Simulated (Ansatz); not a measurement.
# LaB6: further runs on the relaxed cell

One table from this session's results is given with a row withheld; the runs are named, their logs left out.

Program: Ansatz 0.2.0. Level of theory: DFT PBE and PBEsol (the runs whose input is shown use PBEsol), scalar-relativistic, plane waves, PAW. These are calculated values, not measurements.

1 further run of the same task is left out (set aside as unsound or not needed).

## The starting structure

Symmetry: Pm-3m, No. 221, cubic system. The conventional cell has a = 4.155 Å, b = 4.155 Å, c = 4.155 Å, α = 90.00°, β = 90.00°, γ = 90.00°. La (site symmetry m-3m) has 24 B at 3.05 Å as nearest neighbours. Around B (site symmetry 4mm) lie 5 B at 1.66 to 1.76 Å.

Structure file:

```
CELL_PARAMETERS angstrom
4.15469 0.00000 0.00000
0.00000 4.15469 0.00000
0.00000 0.00000 4.15469
ATOMIC_POSITIONS crystal
La 0.00000 0.00000 0.00000
B 0.19983 0.50000 0.50000
B 0.50000 0.19983 0.50000
B 0.80017 0.50000 0.50000
B 0.50000 0.80017 0.50000
B 0.50000 0.50000 0.19983
B 0.50000 0.50000 0.80017
```

It is the result of an earlier relaxation at this level (volume 10.25 Å³/atom; gap on the mesh: none (metal)).

Set-up of the first run:

input.yaml

```yaml
crystal:
  lattice:
    - [4.1546927964, 0.0, 0.0]
    - [0.0, 4.1546927964, 0.0]
    - [0.0, 0.0, 4.1546927964]
  atoms:
    - { symbol: La, position: [0.0, 0.0, 0.0] }
    - { symbol: B, position: [0.1998272937, 0.5, 0.5] }
    - { symbol: B, position: [0.5, 0.1998272937, 0.5] }
    - { symbol: B, position: [0.8001727063, 0.5, 0.5] }
    - { symbol: B, position: [0.5, 0.8001727063, 0.5] }
    - { symbol: B, position: [0.5, 0.5, 0.1998272937] }
    - { symbol: B, position: [0.5, 0.5, 0.8001727063] }
basis:
  ecutwfc: 420
kpoints:
  mp_grid: { grid: [8, 8, 8] }
hamiltonian:
  xc: pbesol
scf:
  occupations: { method: gaussian, width: 0.1 }
output:
  forces: true
  stress: true
  eigenvalues: true
relax:
  adjacent_minimum: "off"
  f_tol: 0.005
  max_steps: 50
  cell: { stress_tol: 0.05 }
```

On the command line:

```bash
ansatz run input.yaml --threads 2 --pin off --max-ram 5120MiB --backend cpu --events-out ev --progress --plain --runs-dir out
```

Steps of the session up to this table: Relaxing with PBEsol; The cell under PBE+D3(BJ); Relaxing with LDA; The cell under r2SCAN.

One table of the session follows, with a row left open; its other results are not shown here.

It belongs to the step «One structure, several functionals». 

| functional | a (Å) | b (Å) | c (Å) | volume (Å³/atom) |
| --- | --- | --- | --- | --- |
| PBE | 4.155 | 4.155 | 4.155 | 10.25 |
| PBEsol | 4.130 | 4.130 | 4.130 | 10.06 |
| PBE+D3(BJ) | ? | ? | ? | ? |
| LDA | 4.098 | 4.098 | 4.098 | 9.83 |
| r2SCAN | 4.152 | 4.152 | 4.152 | 10.23 |

**Question.** Estimate the row for PBE+D3(BJ).

**Answer.** a (Å): 4.123; b (Å): 4.123; c (Å): 4.123; volume (Å³/atom): 10.02. In the column «a (Å)» it lies between LDA (4.098) and PBEsol (4.130).
